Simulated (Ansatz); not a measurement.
# GeH2O: functionals against CCSD(T) at one geometry

The task here is to estimate one member of a computed series from the others.

The runs use Ansatz 0.2.0, Gaussian basis; single points in def2-TZVPP.

Correlated methods freeze the cores. Filled d shells of the heavier atoms are correlated.

## Where the work starts

SMILES `[OH][GeH]`, 4 atoms, charge 0, spin multiplicity 1.

Atoms are counted from 1 here; the program's logs count them from 0.

Bond lengths: O1–Ge2 1.671 Å, O1–H3 1.148 Å, Ge2–H4 1.472 Å. Angles: Ge2–O1–H3 113.7°, O1–Ge2–H4 89.9°.

As a file:

```
O    -0.1253   -0.6108    0.4206
Ge    0.4391    0.6432   -0.5290
H     0.6878   -1.3610    0.7268
H    -0.8782    1.2944   -0.4496
```

The first run:

Contents of run/in.yaml:

```yaml
crystal:
  periodic: [false, false, false]
  atoms:
    - {symbol: O, position_ang: [-0.125300, -0.610800, 0.420600]}
    - {symbol: Ge, position_ang: [0.439100, 0.643200, -0.529000]}
    - {symbol: H, position_ang: [0.687800, -1.361000, 0.726800]}
    - {symbol: H, position_ang: [-0.878200, 1.294400, -0.449600]}
basis:
  gaussian: {orbitals: def2-TZVPP}
correlation: {method: ccsd_t}
output: {forces: true}
```

No record of the launch command was kept for these runs.

Steps of the session up to this table: CCSD(T)/def2-TZVPP; PBE0-D4/def2-TZVPP; wB97M-V/def2-TZVPP; r2SCAN-D4/def2-TZVPP; PBE-D4/def2-TZVPP; r2SCANh-D4/def2-TZVPP; HSE06-D4/def2-TZVPP.

One table of the session follows, with a row left open; its other results are not shown here.

| method | RMS force component (eV/Å) | angle to CCSD(T) forces (°) | dipole (D) |
| --- | --- | --- | --- |
| CCSD(T) | 3.128 | reference | 1.27 |
| PBE0-D4 | 3.165 | 1.9 | 1.32 |
| wB97M-V | 3.169 | 1.0 | 1.35 |
| r2SCAN-D4 | 3.094 | 1.3 | 1.34 |
| PBE-D4 | 3.159 | 5.5 | 1.35 |
| r2SCANh-D4 | ? | ? | ? |
| HSE06-D4 | 3.165 | 1.8 | 1.32 |

Estimate the missing values for r2SCANh-D4.

The run gave: RMS force component (eV/Å): 3.110; angle to CCSD(T) forces (°): 1.9; dipole (D): 1.33. In the column «RMS force component (eV/Å)» it lies between r2SCAN-D4 (3.094) and CCSD(T) (3.128).
